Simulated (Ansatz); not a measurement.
# C2H5GaO: one species, many methods

An exercise on one series of results from a longer session: the logs are not shown, and one member is left open.

The runs use Ansatz 0.2.0, Gaussian basis; functionals in def2-TZVPP, the program's frozen cores in correlated methods.

Levels to be run: LDA (SPW92), PBE-D4, revPBE-D4, BLYP-D4, r2SCAN-D4, B97M-V, PBE0-D4, B3LYP-D4, r2SCANh-D4, r2SCAN0-D4, HSE06-D4, BHLYP-D4, CAM-B3LYP-D4, LC-ωPBE, ωB97X-V, ωB97M-V, B2PLYP, PBE-QIDH; CCSD(T)/def2-SVP; CCSD(T)/def2-TZVPP; MP2/def2-QZVPP; extrapolation to the limit; RPA on PBE.

## The relaxed structure

The geometry comes from an earlier relaxation with PBE0-D4 in a triple-zeta def2 set; it is a stationary point, not always the lowest conformer.

SMILES `C=[C](O)[GaH2]`, 9 atoms, charge 0, spin multiplicity 1.

Atoms are counted from 1 here; the program's logs count them from 0.

Bond lengths: C1–C2 1.337 Å, C1–H5 1.087 Å, C1–H6 1.082 Å, C2–O3 1.367 Å, C2–Ga4 1.961 Å, O3–H7 0.960 Å, Ga4–H8 1.575 Å, Ga4–H9 1.562 Å. Angles: C2–C1–H5 121.9°, C2–C1–H6 120.0°, H5–C1–H6 118.1°, C1–C2–O3 118.6°, C1–C2–Ga4 119.2°, O3–C2–Ga4 122.2°, C2–O3–H7 109.7°, C2–Ga4–H8 117.6°, C2–Ga4–H9 119.3°, H8–Ga4–H9 123.1°.

Geometry (Å):

```mol
C2H5GaO
  3D, bonds by distance, orders not assigned

  9  8  0  0  0  0  0  0  0  0999 V2000
   -0.1780    1.3285   -0.6627 C   0  0
    0.3160    0.1326   -0.3259 C   0  0
    1.4521   -0.3047   -0.9476 O   0  0
   -0.6071   -0.9341    1.0365 Ga  0  0
    0.2974    1.9559   -1.4119 H   0  0
   -1.0761    1.6975   -0.1856 H   0  0
    1.6913   -1.1707   -0.6109 H   0  0
    0.0067   -2.3363    1.4057 H   0  0
   -1.9023   -0.3686    1.7023 H   0  0
  1  2  8  0
  2  3  8  0
  2  4  8  0
  1  5  8  0
  1  6  8  0
  3  7  8  0
  4  8  8  0
  4  9  8  0
M  END
```

Set-up of the first run:

Input file in.yaml:

```yaml
crystal:
  periodic: [false, false, false]
  atoms:
    - {symbol: C, position_ang: [-0.178044, 1.328452, -0.662716]}
    - {symbol: C, position_ang: [0.315992, 0.132553, -0.325946]}
    - {symbol: O, position_ang: [1.452139, -0.304663, -0.947616]}
    - {symbol: Ga, position_ang: [-0.607119, -0.934063, 1.036517]}
    - {symbol: H, position_ang: [0.297409, 1.955878, -1.411856]}
    - {symbol: H, position_ang: [-1.076115, 1.697468, -0.185560]}
    - {symbol: H, position_ang: [1.691307, -1.170720, -0.610881]}
    - {symbol: H, position_ang: [0.006728, -2.336323, 1.405739]}
    - {symbol: H, position_ang: [-1.902287, -0.368591, 1.702329]}
basis:
  gaussian: {orbitals: def2-TZVPP}
hamiltonian: {xc: lda}
output: {orbitals: {seedname: orbitals}}
```

Run with:

```
$ ansatz run in.yaml --threads 2 --pin off --events-out ev --progress --plain --max-ram 4352MiB
```

Among the steps run: LDA; PBE-D4 (GGA); revPBE-D4 (GGA); BLYP-D4 (GGA); r2SCAN-D4 (meta-GGA); B97M-V (meta-GGA); PBE0-D4 (hybrid); B3LYP-D4 (hybrid); r2SCANh-D4 (hybrid); r2SCAN0-D4 (hybrid); HSE06-D4 (hybrid); BHLYP-D4 (hybrid); CAM-B3LYP-D4 (range-separated); LC-ωPBE (range-separated); ωB97X-V (range-separated); ωB97M-V (range-separated); B2PLYP (double hybrid); PBE-QIDH (double hybrid).

One of the session's tables, all rows but one given; the rest of the session is left out.

```
  functional  HOMO (eV)  LUMO (eV)  gap (eV)
 LDA (SPW92)      -5.94      -2.93      3.01
      PBE-D4      -5.74      -2.65      3.09
   revPBE-D4      -5.66      -2.53      3.13
     BLYP-D4      -5.60      -2.59      3.01
   r2SCAN-D4      -5.94      -2.44      3.50
      B97M-V      -5.99      -2.61      3.38
     PBE0-D4      -6.88      -1.87      5.01
    B3LYP-D4      -6.67      -2.14      4.53
  r2SCANh-D4      -6.37      -2.16      4.21
  r2SCAN0-D4      -7.03      -1.75      5.28
    HSE06-D4      -6.48      -2.23      4.24
    BHLYP-D4      -7.88      -1.12      6.77
CAM-B3LYP-D4      -8.18      -0.98      7.20
     LC-ωPBE          ?          ?         ?
     ωB97X-V      -9.15       0.05      9.20
     ωB97M-V      -9.08      -0.14      8.94
```

Q: Estimate the row for LC-ωPBE from the others.

**Answer.** HOMO (eV): -9.50; LUMO (eV): 0.18; gap (eV): 9.68. In the column «HOMO (eV)» it is the lowest.
